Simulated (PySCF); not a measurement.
# Br4Te (TeBr4): the cost of one run

Computed with PySCF 2.14.0, with density-fitted response routines of our own, on a single molecule in the gas phase. Atoms count from 0, in the outputs and in this text.

## 1. The starting structure

5 atoms, charge 0, multiplicity 1; geometry from: GFN2-xTB. The atoms were then displaced at random by about 0.03 Å, so the start is not that level's minimum.

Bonds of the start (Å): Te0–Br1 2.62, Te0–Br2 2.68, Te0–Br3 2.53, Te0–Br4 2.56.

## 2. Geometry optimisation at PBE0-D3(BJ)/def2-SVP

The job: settings as JSON, then the geometry in Å.

```
{"job": {"xc": "PBE0", "basis": "def2-SVP", "d3": "d3bj", "grid": 1, "maxiter": 40, "shake": 0.03, "kind": "geom"}, "charge": 0, "multiplicity": 1}
Te    -0.310720    -0.600000     0.007660
Br    -0.410730    -0.516420     2.626290
Br    -0.402910    -0.499980    -2.668080
Br     2.208660    -0.354150     0.001070
Br    -1.009460     1.860060    -0.029060
```

Run with:

```console
OMP_NUM_THREADS=1 python probes_run.py task.json out
```

The driver reads the jobs from task.json and runs them one after another.

Q: Estimate the wall time and peak memory of this first job on 1 thread of Intel Xeon Platinum 8488C, shared host.

About 4 min, with a peak of 0.9 GiB.
